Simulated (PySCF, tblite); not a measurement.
# C16H12BN: electronic excitations, NMR shifts

What do calculations give for the electronic excitations, NMR shifts of C16H12BN (`B1NC=Cc2c1ccc1ccc3ccccc3c21`)?

Computed with tblite 0.8.0 and PySCF 2.14.0 and routines of our own; the level stands in each step. Atoms count from 0.

### Step 1. The starting structure

30 atoms, charge 0, multiplicity 1; geometry from: force field, distance geometry or constructed start.

### Step 2. Optimising the geometry with GFN2-xTB

What the job is given:

```
{"job": {"kind": "relax", "xc": "GFN2-xTB", "basis": "xTB"}, "charge": 0, "multiplicity": 1}
B      3.759900    -0.461000     0.580100
N      3.666500    -1.899900     0.113000
C      2.472700    -2.381600    -0.496600
C      1.353700    -1.625300    -0.570800
C      1.252900    -0.260900     0.042400
C      2.441800     0.382200     0.450900
C      2.471100     1.757400     0.693600
C      1.333300     2.521600     0.484800
C      0.120500     1.901800     0.142700
C     -1.008100     2.701600    -0.103000
C     -2.233700     2.121700    -0.407500
C     -2.391800     0.733600    -0.343000
C     -3.671000     0.178800    -0.503800
C     -3.871300    -1.184400    -0.300100
C     -2.819800    -1.984600     0.121000
C     -1.539500    -1.450800     0.278100
C     -1.274300    -0.096300    -0.045200
C      0.029500     0.481500     0.044400
H      4.769700     0.003700     0.975400
H      4.515600    -2.515000     0.173400
H      2.467700    -3.355900    -0.955800
H      0.531700    -2.023000    -1.146000
H      3.393700     2.253800     0.996300
H      1.386300     3.590400     0.599700
H     -0.930700     3.786100    -0.077000
H     -3.084500     2.765700    -0.610800
H     -4.514200     0.804900    -0.767700
H     -4.864500    -1.605000    -0.409300
H     -2.994500    -3.032100     0.348800
H     -0.779500    -2.092000     0.701800
```

The run is started by

```console
$ OMP_NUM_THREADS=1 python large_run.py task.json out
```

This one command runs all jobs of the session in turn.

Log:

```text
step      E/eV     max force
  0   -1212.28899    2.453
  1   -1212.59716    1.352
  2   -1212.71104    0.946
  3   -1212.78811    0.750
  4   -1212.82787    0.470
  5   -1212.84715    0.312
  6   -1212.86095    0.339
  7   -1212.86854    0.255
  8   -1212.87307    0.167
  9   -1212.87642    0.146
 10   -1212.87861    0.094
 11   -1212.87999    0.073
 12   -1212.88084    0.062
 13   -1212.88146    0.060
 14   -1212.88198    0.048
 15   -1212.88245    0.041
 16   -1212.88291    0.044
 17   -1212.88332    0.042
 18   -1212.88364    0.038
 19   -1212.88384    0.033
 20   -1212.88397    0.027
 21   -1212.88409    0.025
 22   -1212.88421    0.025
 23   -1212.88432    0.023
 24   -1212.88441    0.019
```

Run time: 0.34 s. Hardware: 1 thread of Arm Neoverse V2, shared host; peak memory 0.18 GiB.

Relaxation path:

```csv
step,energy from step 0 (eV),largest force (eV/Å)
0,0.0000,2.4539
1,-0.3082,1.3521
2,-0.4220,0.9464
3,-0.4991,0.7501
4,-0.5389,0.4696
5,-0.5582,0.3116
6,-0.5720,0.3392
7,-0.5795,0.2551
8,-0.5841,0.1673
9,-0.5874,0.1462
10,-0.5896,0.0938
11,-0.5910,0.0737
12,-0.5919,0.0615
13,-0.5925,0.0597
14,-0.5930,0.0479
15,-0.5935,0.0416
16,-0.5939,0.0441
17,-0.5943,0.0426
18,-0.5947,0.0374
20,-0.5950,0.0266
21,-0.5951,0.0248
22,-0.5952,0.0251
23,-0.5953,0.0225
24,-0.5954,0.0194
```

Close pairs (by a distance rule), those that changed most:

```csv
bond,before (Å),after (Å),change (Å)
B0–N1,1.516,1.406,-0.110
C3–C4,1.499,1.430,-0.069
N1–C2,1.424,1.364,-0.061
N1–H19,1.050,1.010,-0.040
B0–C5,1.570,1.532,-0.038
C9–C10,1.390,1.353,-0.037
C6–C7,1.386,1.363,-0.024
C10–C11,1.399,1.422,+0.023
```

The final coordinates are the input of the step that follows.

### Step 3. Electronic excitations: TDA PBE0/6-31G*

What the job is given:

```
{"job": {"kind": "uv", "basis": "6-31G*", "grid": 1, "kgrid": 0, "vcut": 1.5, "nstates": 6, "ntriplets": 2, "tda": true, "delta": [], "pop": true, "xc": "PBE0"}, "charge": 0, "multiplicity": 1}
B      3.732210    -0.492949     0.544095
N      3.623109    -1.821795     0.098462
C      2.482734    -2.302812    -0.473802
C      1.340144    -1.580690    -0.515757
C      1.258417    -0.253815     0.011429
C      2.460712     0.354490     0.428607
C      2.460119     1.739409     0.698089
C      1.350516     2.498350     0.475572
C      0.122365     1.890710     0.138873
C     -1.025901     2.694702    -0.099712
C     -2.218048     2.134788    -0.408808
C     -2.387585     0.724712    -0.347072
C     -3.662610     0.155064    -0.498949
C     -3.864595    -1.184794    -0.294297
C     -2.797995    -1.981993     0.126224
C     -1.536379    -1.453820     0.247127
C     -1.274532    -0.104281    -0.054580
C      0.035873     0.487579     0.027816
H      4.755046    -0.109614     0.966218
H      4.399479    -2.467470     0.131883
H      2.528495    -3.294290    -0.905138
H      0.491501    -1.996586    -1.033283
H      3.380012     2.201523     1.026576
H      1.380842     3.574083     0.578596
H     -0.912457     3.768751    -0.053443
H     -3.077510     2.746647    -0.645181
H     -4.490384     0.802994    -0.753537
H     -4.847777    -1.616106    -0.413916
H     -2.971728    -3.019998     0.372245
H     -0.744883    -2.075651     0.635568
```

With the program's defaults for keys left out, this is: TDA PBE0/6-31G*, vertical, gas phase, core orbitals frozen in the response, virtual orbitals cut by energy.

Log:

```text
start: PBE on a coarse grid of 25490 points
cycle   1  E = -695.7158086063  dE =  3.022e+00  |g| = 7.656e-01  |ddm| = 6.540e+00
cycle   2  E = -695.5766359466  dE =  1.392e-01  |g| = 1.028e+00  |ddm| = 2.497e+00
cycle   3  E = -695.8631095542  dE = -2.865e-01  |g| = 3.151e-01  |ddm| = 1.774e+00
cycle   4  E = -695.8913367424  dE = -2.823e-02  |g| = 7.884e-02  |ddm| = 4.285e-01
cycle   5  E = -695.8927471799  dE = -1.410e-03  |g| = 3.576e-02  |ddm| = 1.299e-01
cycle   6  E = -695.8930468985  dE = -2.997e-04  |g| = 1.316e-02  |ddm| = 5.027e-02
cycle   7  E = -695.8930807862  dE = -3.389e-05  |g| = 7.787e-03  |ddm| = 2.318e-02
final grid: 112131 points
cycle   8  E = -695.7713524983  dE = -7.844e-03  |g| = 4.132e-02  |ddm| = 1.003e+00
cycle   9  E = -695.7712188458  dE =  1.337e-04  |g| = 4.690e-02  |ddm| = 1.158e-01
cycle  10  E = -695.7717907098  dE = -5.719e-04  |g| = 1.726e-02  |ddm| = 7.548e-02
cycle  11  E = -695.7718735786  dE = -8.287e-05  |g| = 3.021e-03  |ddm| = 2.307e-02
cycle  12  E = -695.7718761100  dE = -2.531e-06  |g| = 1.176e-03  |ddm| = 4.532e-03
cycle  13  E = -695.7718751382  dE =  9.718e-07  |g| = 4.935e-04  |ddm| = 1.798e-03
cycle  14  E = -695.7718765507  dE = -1.412e-06  |g| = 1.718e-04  |ddm| = 7.772e-04
cycle  15  E = -695.7718766682  dE = -1.175e-07  |g| = 3.989e-05  |ddm| = 2.422e-04
converged SCF energy = -695.7718766682

Static polarisability (au): isotropic 189.955, principal 67.211 218.012 284.641

Singlet excitations
state   eV       nm        f      main configurations
  1   3.7502    330.6   0.02247   H->L 0.69, H-1->L+1 0.24
  2   4.1258    300.5   0.02494   H->L+1 0.55, H-1->L 0.37
  3   4.6101    268.9   0.15478   H-1->L+1 0.48, H-2->L 0.19, H->L 0.18
  4   4.6784    265.0   0.72093   H-1->L 0.48, H->L+1 0.32
  5   4.9466    250.6   0.00766   H->L+2 0.64, H-2->L+1 0.10
  6   5.1053    242.9   0.05899   H-2->L 0.47, H-1->L+2 0.14, H-1->L+1 0.13

Triplet excitations (Tamm-Dancoff, eV): 2.9054 3.1713
```

It took 31 s on 1 thread of Arm Neoverse V2, shared host; peak memory 0.57 GiB.

Frontier orbitals and where they lie:

```csv
orbital,eV,atoms
HOMO−4,-8.02,"C6 16 %, C7 16 %, C17 11 %"
HOMO−3,-7.52,"C15 16 %, C12 15 %, C4 8 %"
HOMO−2,-6.88,"C3 12 %, C13 12 %, C16 11 %"
HOMO−1,-5.99,"C10 16 %, C12 14 %, C9 12 %"
HOMO,-5.64,"C2 15 %, C7 14 %, C3 11 %"
LUMO,-1.07,"C10 16 %, C9 11 %, C5 9 %"
LUMO+1,-0.82,"C6 14 %, C2 11 %, C13 11 %"
LUMO+2,0.21,"C14 13 %, B0 12 %, C11 12 %"
LUMO+3,0.48,"C2 14 %, C3 14 %, C16 14 %"
```

With each of the 6 states as a Gaussian band of 0.4 eV half-width at 1/e, the curve within the window shown has maxima at 265 nm (ε 36,000) L/(mol cm). Beyond the last state computed it falls off for lack of states. The curve at chosen wavelengths:

nm, ε (L/mol/cm) and a bar:
```
      229       2639 ##
      236       6714 ######
      242      12769 ###########
      249      22269 ###################
      255      30276 #########################
      262      35863 ##############################
      268      35768 ##############################
      275      30659 ##########################
      281      24058 ####################
      288      16361 ##############
      295      10304 #########
      301       6747 ######
      308       4188 ###
      314       2934 ##
      321       2108 ##
      327       1690 #
      334       1359 #
      341       1100 #
      347        907 #
      354        707 #
      360        556 
      367        408 
      373        305 
      380        211 
      386        151 
      393        100
```

Further results of this job:

```csv
property,computed
dipole moment (D),1.81
polarisability (Å³),28.15
HOMO–LUMO gap (eV),4.57
−ε(HOMO) (eV),5.64
```

### Step 4. NMR shifts: GIAO PBE0/pcSseg-1

The job, as its differences from that of step 3:

```diff
@@ -1,2 +1,2 @@
-{"job": {"kind": "uv", "basis": "6-31G*", "grid": 1, "kgrid": 0, "vcut": 1.5, "nstates": 6, "ntriplets": 2, "tda": true, "delta": [], "pop": true, "xc": "PBE0"}, "charge": 0, "multiplicity": 1}
+{"job": {"kind": "nmr", "xc": "PBE0", "basis": "pcSseg-1", "pop": false}, "charge": 0, "multiplicity": 1}
 B      3.732210    -0.492949     0.544095
```

Method: GIAO PBE0/pcSseg-1 NMR shielding, non-relativistic, gas phase.

Log:

```text
start: PBE on a coarse grid of 25490 points
cycle   1  E = -695.3244342371  dE =  2.996e+00  |g| = 7.548e-01  |ddm| = 6.238e+00
cycle   2  E = -695.1655763648  dE =  1.589e-01  |g| = 1.057e+00  |ddm| = 2.518e+00
cycle   3  E = -695.4653750079  dE = -2.998e-01  |g| = 3.075e-01  |ddm| = 1.783e+00
cycle   4  E = -695.4914235403  dE = -2.605e-02  |g| = 8.140e-02  |ddm| = 4.056e-01
cycle   5  E = -695.4928692489  dE = -1.446e-03  |g| = 3.658e-02  |ddm| = 1.337e-01
cycle   6  E = -695.4931640714  dE = -2.948e-04  |g| = 1.471e-02  |ddm| = 5.301e-02
cycle   7  E = -695.4932059296  dE = -4.186e-05  |g| = 8.233e-03  |ddm| = 2.558e-02
final grid: 238162 points
cycle   8  E = -695.6881208075  dE = -9.966e-03  |g| = 4.582e-02  |ddm| = 6.089e-01
cycle   9  E = -695.6878975620  dE =  2.232e-04  |g| = 5.203e-02  |ddm| = 1.143e-01
cycle  10  E = -695.6885740925  dE = -6.765e-04  |g| = 1.978e-02  |ddm| = 9.790e-02
cycle  11  E = -695.6886868939  dE = -1.128e-04  |g| = 3.672e-03  |ddm| = 2.699e-02
cycle  12  E = -695.6886863698  dE =  5.241e-07  |g| = 1.120e-03  |ddm| = 5.393e-03
cycle  13  E = -695.6886874146  dE = -1.045e-06  |g| = 4.911e-04  |ddm| = 1.671e-03
cycle  14  E = -695.6886855313  dE =  1.883e-06  |g| = 1.818e-04  |ddm| = 7.905e-04
cycle  15  E = -695.6886870848  dE = -1.554e-06  |g| = 4.801e-05  |ddm| = 3.095e-04
converged SCF energy = -695.6886870848

GIAO shielding tensors (ppm)
atom      isotropic    diamagn.    paramagn.     s11        s22        s33       span
  0 B       69.801     198.903    -129.102     34.978     54.050    120.374     85.396
  1 N       95.176     320.594    -225.418    -42.125    102.705    224.949    267.074
  2 C       51.571     252.769    -201.198    -44.359     51.417    147.655    192.015
  3 C       67.875     254.907    -187.032    -28.691     68.745    163.571    192.262
  4 C       43.916     257.004    -213.089    -42.566    -11.419    185.733    228.299
  5 C       46.788     251.222    -204.433    -40.280    -23.713    204.357    244.637
  6 C       45.556     254.099    -208.543    -64.221     35.024    165.866    230.087
  7 C       57.358     250.916    -193.557    -39.037     53.225    157.886    196.923
  8 C       48.981     257.054    -208.073    -29.598    -12.663    189.205    218.803
  9 C       53.998     250.516    -196.518    -45.550     51.892    155.651    201.201
 10 C       52.321     251.531    -199.209    -48.715     49.022    156.657    205.372
 11 C       50.102     254.657    -204.555    -27.119    -13.037    190.462    217.582
 12 C       52.902     246.916    -194.014    -48.076     45.700    161.083    209.160
 13 C       55.674     255.174    -199.500    -52.529     42.075    177.476    230.006
 14 C       55.890     253.629    -197.739    -52.492     44.046    176.116    228.608
 15 C       52.524     252.789    -200.266    -47.897     32.996    172.472    220.368
 16 C       52.590     253.591    -201.001    -29.745      0.090    187.425    217.169
 17 C       56.952     247.530    -190.578    -16.691      4.666    182.881    199.572
 18 H       25.580      29.889      -4.309     21.779     26.616     28.344      6.565
 19 H       23.490      25.947      -2.456     16.572     25.065     28.835     12.263
 20 H       24.086      30.199      -6.114     18.541     25.911     27.805      9.264
 21 H       23.466      35.421     -11.954     15.998     23.415     30.986     14.989
 22 H       23.062      30.373      -7.311     17.763     23.986     27.436      9.673
 23 H       23.580      32.534      -8.954     17.756     24.883     28.103     10.347
 24 H       23.550      32.100      -8.550     17.803     24.754     28.095     10.292
 25 H       23.471      31.902      -8.431     17.990     24.533     27.891      9.901
 26 H       23.382      30.726      -7.344     18.089     24.176     27.881      9.792
 27 H       23.730      27.975      -4.245     19.270     25.188     26.733      7.463
 28 H       23.698      30.641      -6.944     18.728     24.751     27.614      8.886
 29 H       22.353      35.126     -12.773     14.349     22.295     30.416     16.067
```

Wall time 61 s (1 thread of Arm Neoverse V2, shared host); peak memory 0.81 GiB.

The references, computed at this level on geometries of the same kind, shield at (ppm): ¹H TMS 31.72, ¹³C TMS 186.9, ¹⁵N NH3 267.7, ¹¹B BF3·OEt2 100.1. Their shielding less the atom's gives the shift. The references are single molecules in the gas phase, so shifts against H2O, NH3, PH3, H3PO4 or CFCl3 are not on the usual liquid scales and can be off by tens of ppm.

```csv
atoms,environment,σ (ppm),δ (ppm),δ scaled to CDCl3
C4,substituted aromatic carbon,43.9,143.0,137.7
C6,aromatic CH,45.6,141.4,136.1
C5,substituted aromatic carbon,46.8,140.1,134.9
C8,ring-fusion aromatic carbon,49.0,137.9,132.7
C11,ring-fusion aromatic carbon,50.1,136.8,131.6
C2,alkene carbon bearing nitrogen,51.6,135.4,130.2
C10,aromatic CH,52.3,134.6,129.5
C15,aromatic CH,52.5,134.4,129.3
C16,ring-fusion aromatic carbon,52.6,134.3,129.2
C12,aromatic CH,52.9,134.0,128.9
C9,aromatic CH,54.0,132.9,127.8
C13,aromatic CH,55.7,131.3,126.2
C14,aromatic CH,55.9,131.0,126.0
C17,ring-fusion aromatic carbon,57.0,130.0,124.9
C7,aromatic CH,57.4,129.6,124.5
C3,β carbon of an enol-ether or enamine type C=C,67.9,119.1,114.3
H29,hydrogen on an aromatic CH,22.35,9.36,8.93
H22,hydrogen on an aromatic CH,23.06,8.66,8.27
H26,hydrogen on an aromatic CH,23.38,8.34,7.96
H21,hydrogen on a β carbon of an enol-ether or enamine type C=C,23.47,8.25,7.88
H25,hydrogen on an aromatic CH,23.47,8.25,7.88
H19,hydrogen on an enamine nitrogen,23.49,8.23,–
H24,hydrogen on an aromatic CH,23.55,8.17,7.80
H23,hydrogen on an aromatic CH,23.58,8.14,7.78
H28,hydrogen on an aromatic CH,23.70,8.02,7.67
H27,hydrogen on an aromatic CH,23.73,7.99,7.63
H20,hydrogen on an alkene carbon bearing nitrogen,24.09,7.63,7.30
H18,"hydrogen on a boron bonded to C, N, in a 6-membered ring",25.58,6.14,–
B0,"boron bonded to C, N, H, in a 6-membered ring",69.8,30.3,–
N1,enamine nitrogen,95.2,172.6,–
```

The scaled column applies a straight-line fit of computed shieldings to shifts measured in CDCl3 (root-mean-square error 0.16 ppm for H, 1.9 ppm for C).

Ring of atoms B0, N1, C2, C3, C4, C5: NICS(0) -4.2, NICS(1) -6.8, NICS(1)zz -16.1 ppm (means of both faces).

Ring of atoms C4, C5, C6, C7, C8, C17: NICS(0) -7.4, NICS(1) -11.0, NICS(1)zz -26.7 ppm (means of both faces).

Ring of atoms C8, C9, C10, C11, C16, C17: NICS(0) -5.9, NICS(1) -9.5, NICS(1)zz -21.7 ppm (means of both faces).

### Step 5. Outcome

```
                                   quantity                                                                                                          value
               lowest singlet (PBE0/6-31G*)                                                                                    3.75 eV (331 nm), f = 0.022
   brightest single state of those computed                                                                                    state 4, 4.68 eV, f = 0.721
                             lowest triplet                                                                                                        2.91 eV
     ¹³C shifts against TMS (PBE0/pcSseg-1)  143.0, 141.4, 140.1, 137.9, 136.8, 135.4, 134.6, 134.4, 134.3, 134.0, 132.9, 131.3, 131.0, 130.0 ppm and more
      ¹H shifts against TMS (PBE0/pcSseg-1)                                     9.36, 8.66, 8.34, 8.25, 8.25, 8.23, 8.17, 8.14, 8.02, 7.99, 7.63, 6.14 ppm
¹¹B shifts against BF3·OEt2 (PBE0/pcSseg-1)                                                                                                       30.3 ppm
     ¹⁵N shifts against NH3 (PBE0/pcSseg-1)                                                                                                      172.6 ppm
```

In words: The lowest singlet, at 3.75 eV, is HOMO→LUMO 0.69, HOMO−1→LUMO+1 0.24 and is weak; of the 6 states computed, the strongest absorption comes from state 4 at 4.68 eV. The lowest triplet lies 0.84 eV below the lowest singlet. At PBE0/pcSseg-1: Shielding is most anisotropic at N1 (span 267 ppm, paramagnetic term -225 ppm). NICS(1)zz of -16 ppm above the planar ring from B0 marks a diatropic (aromatic) ring current.
